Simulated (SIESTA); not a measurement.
A run of SIESTA 5.4.2 is set up as follows.

File Co.fdf:

```
SystemName                      Co
SystemLabel                     Co
NumberOfSpecies                 1
NumberOfAtoms                   1
%block ChemicalSpeciesLabel
  1  27 Co
%endblock ChemicalSpeciesLabel
%include structure.fdf

%block kgrid.MonkhorstPack
   13   0   0  0.0
    0  13   0  0.0
    0   0   1  0.0
%endblock kgrid.MonkhorstPack
XC.Functional                   GGA
XC.Authors                      PBE
PAO.BasisSize                   DZP
PAO.EnergyShift                 0.003 Ry
Mesh.Cutoff                     800 Ry
Spin                            polarized
%block DM.InitSpin
    1   2.000
%endblock DM.InitSpin
OccupationFunction              FD
ElectronicTemperature           0.05 eV
Slab.DipoleCorrection           vacuum
MaxSCFIterations                200
SCF.MustConverge                false
SCF.Mixer.Method                Pulay
SCF.Mixer.Weight                0.1
SCF.Mixer.History               10
SCF.DM.Tolerance                5.0e-05
SCF.H.Tolerance                 1.0e-03 eV
WriteForces                     true
Charge.Mulliken                 end
%block ProjectedDensityOfStates
  EF -10.0 5.0 0.1 201 eV
%endblock ProjectedDensityOfStates
%block PDOS.kgrid.MonkhorstPack
   20   0   0  0.0
    0  20   0  0.0
    0   0   1  0.0
%endblock PDOS.kgrid.MonkhorstPack
%block PAO.Basis
  Co 5
  n=3 0 2
    2.527 0.000
  n=4 0 2
    7.356 0.000
  n=3 1 2
    2.822 0.000
  n=4 1 1
    7.356
  n=3 2 2
    4.649 0.000
%endblock PAO.Basis
```

structure.fdf

```
LatticeConstant                 1.0 Ang
%block LatticeVectors
     2.3471500000     0.0000000000     0.0000000000
    -1.1735800000     2.0326900000     0.0000000000
     0.0000000000     0.0000000000    23.8000000000
%endblock LatticeVectors
AtomicCoordinatesFormat         Fractional
%block AtomicCoordinatesAndAtomicSpecies
     0.0000000000     0.0000000000     0.2941200000  1  Co
%endblock AtomicCoordinatesAndAtomicSpecies
```

Potentials or basis: PseudoDojo 0.4 standard (PBE files), DZP (energy shift 0.003 Ry; two zetas on semicore shells).

Run with:

```bash
$ siesta < Co.fdf > Co.out 2>&1
```

(1) Predict the site moments.

(2) Predict the net moment.

(3) Estimate the band gap on the k mesh.

Results:

(1) Co +1.73 μB.

(2) 1.73 μB per cell.

(3) none (metal or under the smearing width).

Caveat: the basis of atomic orbitals isn't converged, which shifts pressures, moduli and gaps.
